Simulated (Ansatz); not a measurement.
# Ag2Sn2Au (element-swapped structure): how the settings move a single-point run

Aim: see which settings change the result for Ag2Sn2Au (element-swapped structure), by how much, and at what cost.

Method: reference: DFT r2SCAN, plane waves, PAW, scalar-relativistic, no spin polarisation, in Ansatz 0.2.0.

## (1) The structure to begin with

It takes space group I4/mmm (No. 139, tetragonal). The conventional cell has a = 4.465 Å, b = 4.465 Å, c = 11.216 Å, α = 90.00°, β = 90.00°, γ = 90.00°. Au (site symmetry 4/mmm) is surrounded by 8 Sn at 3.43 Å and 8 Ag at 3.58 Å. Around Sn (site symmetry 4mm) lie 1 Sn at 2.67 Å and 4 Ag at 2.67 Å. Ag (site symmetry -4m2) is surrounded by 4 Sn at 2.67 Å.

Coordinates:

```xyz
5
Lattice="0.0000 4.4653 0.0000 4.4653 0.0000 0.0000 2.2327 2.2327 -5.6080" Properties=species:S:1:pos:R:3 pbc="T T T"
Au    0.0000    0.0000    0.0000
Sn    2.2327    2.2327   -1.3347
Sn    4.4653    4.4653   -4.2733
Ag    2.2327    4.4653   -2.8040
Ag    4.4653    2.2327   -2.8040
```

## (2) Baseline

input.yaml reads:

```yaml
crystal:
  lattice:
    - [0.0, 4.465333, 0.0]
    - [4.465333, 0.0, 0.0]
    - [2.232667, 2.232667, -5.607961]
  atoms:
    - { symbol: Au, position: [0.0, 0.0, 0.0] }
    - { symbol: Sn, position: [0.381, 0.381, 0.238] }
    - { symbol: Sn, position: [0.619, 0.619, 0.762] }
    - { symbol: Ag, position: [0.75, 0.25, 0.5] }
    - { symbol: Ag, position: [0.25, 0.75, 0.5] }
  symmetry: { tolerance: 0.0003 }
kpoints:
  mp_grid: { grid: [4, 4, 4], shift: [0, 0, 0] }
magnetization:
  spin_polarized: false
scf:
  occupations: { method: fermi_dirac, width: 0.0682 }
hamiltonian:
  pseudopotentials: { kind: paw }
  xc: r2scan
basis:
  ecutwfc: 500
output:
  forces: true
  stress: true
  eigenvalues: true
```

Launch:

```console
ansatz run input.yaml --threads 1 --pin off --max-ram 2560MiB --backend cpu --events-out ev --progress --plain --runs-dir out
```

## (3) Changing settings: xc rpbe, ecutrho_ratio 8

input.yaml, as its differences from that of step 2:

```diff
@@ -20,5 +20,6 @@
   pseudopotentials: { kind: paw }
-  xc: r2scan
+  xc: rpbe
 basis:
   ecutwfc: 500
+  ecutrho_ratio: 8
 output:
@@ -27 +28,5 @@
   eigenvalues: true
+  write_density: true
+  write_potential: true
+  elf: true
+  volumetric_format: npy
```

## (4) Again, with dispersion d3bj, hubbard.sites [{species: Ag, l: d, u_eff: 6.0}], hubbard.double_counting fll

input.yaml, as its differences from that of step 2:

```diff
@@ -21,2 +21,4 @@
   xc: r2scan
+  dispersion: d3bj
+  hubbard: { sites: [{ species: Ag, l: d, u_eff: 6.0 }], double_counting: fll }
 basis:
```

## (5) Again, with lower_state_search light

input.yaml, as its differences from that of step 2:

```diff
@@ -18,2 +18,3 @@
   occupations: { method: fermi_dirac, width: 0.0682 }
+  lower_state_search: light
 hamiltonian:
```

## (6) Again, with symmetry.detect false, scf.algorithm density_mixing, tolerance left out

input.yaml, as its differences from that of step 2:

```diff
@@ -11,3 +11,3 @@
     - { symbol: Ag, position: [0.25, 0.75, 0.5] }
-  symmetry: { tolerance: 0.0003 }
+  symmetry: { detect: false }
 kpoints:
@@ -18,2 +18,3 @@
   occupations: { method: fermi_dirac, width: 0.0682 }
+  algorithm: density_mixing
 hamiltonian:
```

Q: Predict the outcome of this session. Wanted: for each run, ending; energy change; pressure; gap; force.

The runs gave:

| run | ending | energy change | pressure (GPa) | gap (eV) | force (eV/Å) | cycles | time |
| --- | --- | --- | --- | --- | --- | --- | --- |
| reference | converged | 0 | 4.9 | 0.00 | 0.67 | 7 | 8.1 s |
| 1: xc rpbe, ecutrho_ratio 8 | converged | not comparable | 9.5 | 0.00 | 0.78 | 7 | 5.7 s |
| 2: dispersion d3bj, hubbard.sites [{species: Ag, l: d, u_eff: 6.0}], hubbard.double_counting fll | converged | -20.8 meV/atom (U changed: no physical gain or loss) (with the dispersion term) | 4.5 | 0.00 | 1.03 | 9 | 12 s |
| 3: lower_state_search light | converged | 0.0 meV/atom | 4.9 | 0.00 | 0.67 | 7 | 8.1 s |
| 4: symmetry.detect false, scf.algorithm density_mixing, tolerance left out | converged | 0.0 meV/atom | 4.9 | 0.00 | 0.67 | 7 | 27 s |

Times don't compare one to one where runs were asked for different outputs or read a saved state (see the inputs); cycles may leave out searches for a lower state.

Residual by cycle in the longest SCF loop of each run; runs are numbered as in the table. The quantity is the density residual dr2, in eV.

| cycle | reference | run 1 | run 2 | run 3 | run 4 |
| --- | --- | --- | --- | --- | --- |
| 1 | 0.107 | 0.0198 | 49.6 | 0.107 | 0.107 |
| 2 | 0.00912 | 0.00271 | 1.04 | 0.00912 | 0.00914 |
| 3 | 0.00246 | 6.6e-4 | 0.297 | 0.00246 | 0.00245 |
| 4 | 1.1e-4 | 3.1e-5 | 0.00871 | 1.1e-4 | 1.0e-4 |
| 5 | 4.6e-5 | 5.7e-6 | 0.00133 | 4.6e-5 | 4.4e-5 |
| 6 | 2.2e-6 | 4.9e-7 | 9.6e-5 | 2.2e-6 | 2.2e-6 |
| 7 | 7.7e-8 | 4.2e-8 | 1.3e-5 | 7.7e-8 | 7.9e-8 |
| 8 | - | - | 8.3e-7 | - | - |
| 9 | - | - | 1.6e-8 | - | - |

What this shows: Of the converged runs whose energies compare with the reference's, none moves it noticeably. The pressure spans 4.9 to 9.5 GPa over the reference and the converged variants that are taken as comparable (the table has all). A changed U is a change of model: its shifts are not errors of convergence.

The reference has limits of its own: it is run without spin, though an odd electron count or open d shells could carry moments; its mesh is coarse for a cell with so small a gap or none; the structure is made up and not relaxed.
